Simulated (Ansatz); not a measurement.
The system is HPbNO4.

```
H Pb N O
1.0
     4.12040   -0.00081   -0.01120
     0.00404    6.42722    0.05360
     0.02791    3.20707    7.74994
H Pb N O
2 2 2 8
Direct
  0.90366 0.21821 0.48851
  0.40337 0.78177 0.51142
  0.39455 0.30863 0.70725
  0.89489 0.69135 0.29266
  0.63409 0.19990 0.20730
  0.13386 0.80012 0.79275
  0.90829 0.32866 0.54369
  0.53792 0.39076 0.19497
  0.53483 0.11279 0.10602
  0.83718 0.08887 0.32672
  0.40817 0.67132 0.45624
  0.03774 0.60924 0.80520
  0.03429 0.88737 0.89397
  0.33716 0.91101 0.67330
```

The cell was built by a generator and needn't be a form met in nature.

- Program: Ansatz 0.2.0
- Task: relaxation of cell and atoms
- Functional: PBE
- Dispersion: D3(BJ)
- Potentials or basis: Ansatz PAW
- Cutoff: 420 eV (not typed: the program's choice for these potentials)
- k mesh: 5 × 4 × 3
- Occupations: fermi-dirac, width 0.05 eV
- Spin: no spin polarisation

At the start: volume 14.61 Å³/atom.

Problem. Where does the relaxation end?

Solution. It ends after 15 steps and the volume is 13.99 Å³/atom (-4.2 %); space group P2_1 (No. 4, to 0.05 Å).

Step by step:
| step | energy change (eV) | largest force (eV/Å) | volume (Å³) |
| --- | --- | --- | --- |
| 1 | 0.0000 | 0.2553 | 204.53 |
| 2 | -0.0527 | 0.2222 | 199.34 |
| 3 | -0.0607 | 0.1030 | 198.24 |
| 4 | -0.0655 | 0.0352 | 197.34 |
| 5 | -0.0642 | 0.0503 | 197.69 |
| 6 | -0.0659 | 0.0201 | 197.36 |
| 7 | -0.0659 | 0.0144 | 197.35 |
| 8 | -0.0661 | 0.0087 | 197.33 |
| 9 | -0.0427 | 0.0081 | 197.33 |
| 10 | -0.0480 | 0.0865 | 196.12 |
| 11 | -0.0482 | 0.0108 | 196.17 |
| 12 | -0.0482 | 0.0064 | 196.17 |
| 13 | -0.0438 | 0.0067 | 196.17 |
| 14 | -0.0449 | 0.0032 | 195.91 |
| 15 | -0.0439 | 0.0031 | 195.91 |

Final structure:
```yaml
crystal:
  lattice:
    - [4.03688, -0.00147, -0.01179]
    - [0.00297, 6.39177, 0.07154]
    - [0.02539, 3.21203, 7.62836]
  atoms:
    - { symbol: H, position: [0.92179, 0.21764, 0.48313] }
    - { symbol: H, position: [0.42175, 0.78235, 0.51686] }
    - { symbol: Pb, position: [0.42068, 0.30294, 0.71416] }
    - { symbol: Pb, position: [0.92082, 0.69704, 0.28583] }
    - { symbol: N, position: [0.61730, 0.20782, 0.20549] }
    - { symbol: N, position: [0.11714, 0.79219, 0.79452] }
    - { symbol: O, position: [0.93083, 0.32648, 0.54056] }
    - { symbol: O, position: [0.51679, 0.39970, 0.19212] }
    - { symbol: O, position: [0.50515, 0.11548, 0.10826] }
    - { symbol: O, position: [0.83773, 0.10148, 0.32054] }
    - { symbol: O, position: [0.43084, 0.67350, 0.45944] }
    - { symbol: O, position: [0.01663, 0.60030, 0.80791] }
    - { symbol: O, position: [0.00488, 0.88455, 0.89173] }
    - { symbol: O, position: [0.33766, 0.89851, 0.67946] }
```

Caveat: the plane-wave basis is chosen anew once the cell has moved, so the energies of steps on either side of that aren't comparable; the pressure holds a Pulay correction of +0.6 GPa for the finite cutoff.
